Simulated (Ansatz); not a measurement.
# Be7Te: the cost of one run

Method: DFT PBE, scalar-relativistic, plane waves, PAW, unless a step names another level, in Ansatz 0.2.0.

4 further runs of the same task are left out: 4 set aside as unsound or not needed.

## (1) What the formula suggests

Pauling electronegativities: Be 1.57, Te 2.10 (spread 0.53). No set of common oxidation states balances it. Tabulated atomic sizes suggest about 10 Å³/atom. 29 candidates were drawn, by swapping species into database cells of other compounds, at random by space group and Wyckoff sites, or by hand, as the table says:

| name | made from | space group no. | Wyckoff sites | atoms (primitive cell) | V (Å³/atom) |
| --- | --- | --- | --- | --- | --- |
| c01 | random | 174 | Be 3j, 1f, 3j; Te 1b | 8 | 10.5 |
| c02 | random | 38 | Be 8f, 2a, 4e; Te 2b | 8 | 11.4 |
| c03 | random | 1 | Be 1a, 1a, 1a, 1a, 1a, 1a, 1a; Te 1a | 8 | 12.8 |
| c04 | random | 187 | Be 6l, 1a; Te 1e | 8 | 10.9 |
| c05 | random | 156 | Be 6e, 1a; Te 1a | 8 | 12.0 |
| c06 | random | 221 | Be 6f, 1b; Te 1a | 8 | 13.0 |
| c07 | random | 65 | Be 8m, 4j, 2a; Te 2c | 8 | 11.7 |
| c08 | random | 221 | Be 6f, 1a; Te 1b | 8 | 11.4 |
| c09 | database cell of Zn7Tc | 225 | Be 24d, 4b; Te 4a | 8 | 9.9 |
| c10 | database cell of Mg7Sn | 187 | Be 3j, 3k, 1d; Te 1a | 8 | 13.0 |
| c11 | random | 99 | Be 4d, 2c, 1a; Te 1a | 8 | 12.9 |
| c12 | random | 191 | Be 6k, 1a; Te 1b | 8 | 11.3 |
| c13 | random | 189 | Be 6i, 1b; Te 1a | 8 | 11.3 |
| c14 | database cell of Mg7Al | 187 | Be 3j, 3k, 1f; Te 1a | 8 | 13.6 |
| c15 | random | 166 | Be 9e, 3b, 9d; Te 3a | 8 | 13.0 |
| c16 | random | 187 | Be 6m, 1c; Te 1b | 8 | 10.8 |
| c17 | random | 3 | Be 1c, 2e, 2e, 1b, 1d; Te 1a | 8 | 12.3 |
| c18 | built by hand: Ca7Ge | 225 | Be 24d, 4b; Te 4a | 8 | 10.2 |
| c19 | database cell of Mg7Cu | 187 | Be 3j, 3k, 1b; Te 1e | 8 | 13.5 |
| c20 | database cell of Si7Ge | 215 | Be 4e, 3c; Te 1a | 8 | 13.8 |
| c21 | random | 139 | Be 8j, 4c, 2b; Te 2a | 8 | 12.9 |
| c22 | random | 191 | Be 6k, 1b; Te 1a | 8 | 12.8 |
| c23 | built by hand: BeTe/Be layered intergrowth, polar | 143 | Be 3d, 1b, 3d; Te 1a | 8 | 11.4 |
| c24 | random | 139 | Be 8i, 4c, 2a; Te 2b | 8 | 10.3 |
| c25 | database cell of Fe7Co | 229 | Be 6b, 8c; Te 2a | 8 | 10.9 |
| c26 | built by hand: Te-terminated Be slab, van der Waals layered | 147 | Be 6g, 2d, 6g; Te 2c | 16 | 11.2 |
| c27 | database cell of Mg7Bi | 187 | Be 3k, 3j, 1e; Te 1b | 8 | 13.3 |
| c28 | built by hand: ordered hcp A7B (2x2x1) | 187 | Be 3j, 3k, 1f; Te 1a | 8 | 10.2 |
| c29 | random | 183 | Be 6e, 1a; Te 1a | 8 | 12.6 |

## (2) Screening run of c13

File input.yaml:

```yaml
crystal:
  lattice:
    - [4.42508343, 0.0, 0.0]
    - [-2.21254172, 3.83223467, 0.0]
    - [0.0, 0.0, 5.35157101]
  atoms:
    - { symbol: Be, position: [0.74509714, 0.0, 0.71348754] }
    - { symbol: Be, position: [0.0, 0.74509714, 0.71348754] }
    - { symbol: Be, position: [0.25490286, 0.25490286, 0.71348754] }
    - { symbol: Be, position: [0.74509714, 0.0, 0.28651246] }
    - { symbol: Be, position: [0.0, 0.74509714, 0.28651246] }
    - { symbol: Be, position: [0.25490286, 0.25490286, 0.28651246] }
    - { symbol: Be, position: [0.0, 0.0, 0.5] }
    - { symbol: Te, position: [0.0, 0.0, 0.0] }
basis:
  ecutwfc: 420
kpoints:
  mp_grid: { grid: [4, 4, 3] }
hamiltonian:
  xc: pbe
scf:
  occupations: { method: gaussian, width: 0.2 }
  lower_state_search: "off"
output:
  forces: true
  stress: true
  eigenvalues: true
relax:
  adjacent_minimum: "off"
  f_tol: 0.08
  max_steps: 16
  cell: { stress_tol: 0.8 }
```

Run with:

```sh
$ ansatz run input.yaml --threads 1 --pin off --max-ram 2560MiB --backend cpu --events-out ev --progress --plain --runs-dir out
```

What time and memory should one allow on 1 thread of Intel Xeon at 2.70GHz, shared host?

About 30 s, with a peak of 0.35 GiB.
